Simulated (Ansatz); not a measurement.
Geometry optimisation, DFT PBE, scalar-relativistic, plane waves, PAW (Ansatz 0.2.0).

Input:

```yaml
crystal:
  lattice:
    - [8.1, 0.0, 0.0]
    - [0.0, 8.1, 0.0]
    - [0.0, 0.0, 8.1]
  atoms:
    - { symbol: Si, position: [0.4909369, -0.0017045, -0.0029565] }
    - { symbol: Al, position: [0.7487757, 0.2517906, 2.82e-05] }
    - { symbol: Al, position: [0.7519276, -0.0005562, 0.2503816] }
    - { symbol: Al, position: [0.0022197, -0.0084606, 0.0012341] }
    - { symbol: Al, position: [0.2454301, 0.2544213, -0.0002318] }
    - { symbol: Al, position: [0.5067664, 0.4999844, 0.0043706] }
    - { symbol: Al, position: [0.7451544, 0.7514, -0.0087575] }
    - { symbol: Al, position: [0.2487769, -0.0033357, 0.2528085] }
    - { symbol: Al, position: [0.5046453, 0.2449684, 0.2500116] }
    - { symbol: Al, position: [0.752052, 0.5011594, 0.2536412] }
    - { symbol: Al, position: [0.4990398, -0.0029376, 0.4975868] }
    - { symbol: Al, position: [0.7520102, 0.2530519, 0.5064906] }
    - { symbol: Al, position: [0.7495637, -0.0041048, 0.7524338] }
    - { symbol: Al, position: [0.0018136, 0.494673, 0.0009815] }
    - { symbol: Al, position: [0.2512596, 0.7529237, 0.0038703] }
    - { symbol: Al, position: [-0.0087382, 0.25245, 0.246345] }
    - { symbol: Al, position: [0.247415, 0.4991376, 0.2538541] }
    - { symbol: Al, position: [0.4937522, 0.7507641, 0.2520802] }
    - { symbol: Al, position: [0.0011748, 0.0058506, 0.5034355] }
    - { symbol: Al, position: [0.2547364, 0.2549081, 0.4956239] }
    - { symbol: Al, position: [0.5006711, 0.5036676, 0.4943069] }
    - { symbol: Al, position: [0.7475512, 0.7543507, 0.5014213] }
    - { symbol: Al, position: [0.4994494, 0.2475408, 0.7495721] }
    - { symbol: Al, position: [0.7542821, 0.5003332, 0.7555648] }
    - { symbol: Al, position: [-0.0013726, 0.7476478, 0.2426076] }
    - { symbol: Al, position: [-0.0033818, 0.5058356, 0.4940795] }
    - { symbol: Al, position: [0.2507943, 0.7449308, 0.4942061] }
    - { symbol: Al, position: [0.0045261, 0.2483949, 0.7508983] }
    - { symbol: Al, position: [0.2484809, 0.4992352, 0.747324] }
    - { symbol: Al, position: [0.4987337, 0.7468936, 0.7484133] }
    - { symbol: Al, position: [-0.0040739, 0.756443, 0.7493604] }
basis:
  ecutwfc: 420.0
kpoints:
  mp_grid: { grid: [2, 2, 2] }
hamiltonian:
  xc: pbe
  pseudopotentials: { kind: paw, azcp: { folder: soft_1 } }
scf:
  occupations: { method: fermi_dirac, width: 0.15 }
  lower_state_search: "off"
relax:
  f_tol: 0.03
  max_steps: 60
  adjacent_minimum: "off"
```

Command:

```bash
$ ansatz run input.yaml --threads 2 --pin off --max-ram 5120MiB --backend cpu --events-out ev --progress --plain --runs-dir out
```

Question: Where does it end, and by what steps?

Answer: The forces met the threshold. Limits of this set-up: coarse k mesh, no spin, though dangling bonds at a vacancy may carry it, a small cell, in which the defect meets its images. After 2 steps the energy has fallen by 0.236 eV; Si1 moved furthest, 0.13 Å.

```
step  energy less start (eV)  largest force component (eV/Å)  accepted
   0                  0.0000                           0.525       yes
   1                 -0.2228                           0.097       yes
   2                 -0.2361                           0.011       yes
```

```xyz
31
Lattice="8.1000 0.0000 0.0000 0.0000 8.1000 0.0000 0.0000 0.0000 8.1000" Properties=species:S:1:pos:R:3
Si 4.086 -0.005 0.039
Al 6.052 2.027 0.014
Al 6.048 0.001 2.001
Al -0.021 0.000 0.011
Al 2.045 1.982 -0.007
Al 4.058 4.050 0.008
Al 6.052 6.072 0.012
Al 2.037 0.002 2.008
Al 4.060 2.026 2.003
Al 6.054 4.050 2.008
Al 4.062 0.001 4.032
Al 6.055 2.032 4.035
Al 6.057 -0.001 6.092
Al -0.016 4.050 0.013
Al 2.047 6.122 -0.010
Al -0.017 2.032 2.007
Al 2.027 4.053 1.997
Al 4.060 6.073 2.004
Al -0.010 0.003 4.043
Al 2.036 2.019 4.046
Al 4.062 4.050 4.037
Al 6.055 6.070 4.033
Al 4.042 1.978 6.101
Al 6.048 4.049 6.078
Al -0.020 6.072 2.006
Al -0.010 4.052 4.041
Al 2.035 6.084 4.044
Al -0.008 2.018 6.085
Al 2.039 4.051 6.091
Al 4.043 6.117 6.096
Al -0.008 6.084 6.085
```

Whether the end is a true minimum wasn't checked by a vibrational analysis.

Run time: 26 s on 2 threads of Arm Neoverse V1 (shared host), peak memory 0.96 GiB.
